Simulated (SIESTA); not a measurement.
The system is Ta3W.

```xyz
4
Lattice="0.0000 3.2672 3.2672 3.2672 0.0000 3.2672 3.2672 3.2672 0.0000" Properties=species:S:1:pos:R:3 pbc="T T T"
W     0.0000    0.0000    0.0000
Ta    3.2672    3.2672    3.2672
Ta    4.9008    4.9008    4.9008
Ta    1.6336    1.6336    1.6336
```

The cell comes from a database or a generator and needn't be the stable form of this composition.

```yaml
Program: SIESTA 5.4.2
Task: single point
Functional: PBEsol
Potentials_or_basis: PseudoDojo 0.4 standard (PBEsol files)
Basis: DZP (energy shift 0.003 Ry; two zetas on semicore shells)
Grid_cutoff: 800 Ry
Energy_shift: 0.003 Ry
k_mesh: 7 × 7 × 7
Occupations: fermi-dirac, width 0.05 eV
Spin: no spin polarisation
```

On this cell: pressure -4.1 GPa; largest force zero by symmetry; band gap on the k mesh none (metal or under the smearing width).

The same run follows on a disturbed copy (atoms moved at random, drawn with an rms of 0.05 Å):

```
W Ta
1.0
     0.00000    3.26717    3.26717
     3.26717    0.00000    3.26717
     3.26717    3.26717    0.00000
W Ta
1 3
Direct
  0.00412 0.00092 0.00202
  0.51170 0.49402 0.49987
  0.74942 0.73786 0.75565
  0.25251 0.25217 0.24452
```

Problem. What changes?

Solution. The energy (extrapolated to zero smearing) moves by +9.8 meV/atom; pressure -3.7 GPa; largest force 0.826 eV/Å; band gap on the k mesh none (metal or under the smearing width).

Forces in eV/Å, atoms in the order of the input:
```
W   -0.337 -0.121 -0.319
Ta   0.101 -0.433 -0.375
Ta   0.208  0.056  0.798
Ta   0.028  0.497 -0.103
```

Stress tensor (GPa, compression positive):
```
-3.70  0.12 -0.07
 0.12 -3.75  0.04
-0.07  0.04 -3.73
```

Caveats: short orbitals over semicore shells can move pressures by several GPa; the basis of atomic orbitals isn't converged, which shifts pressures, moduli and gaps.
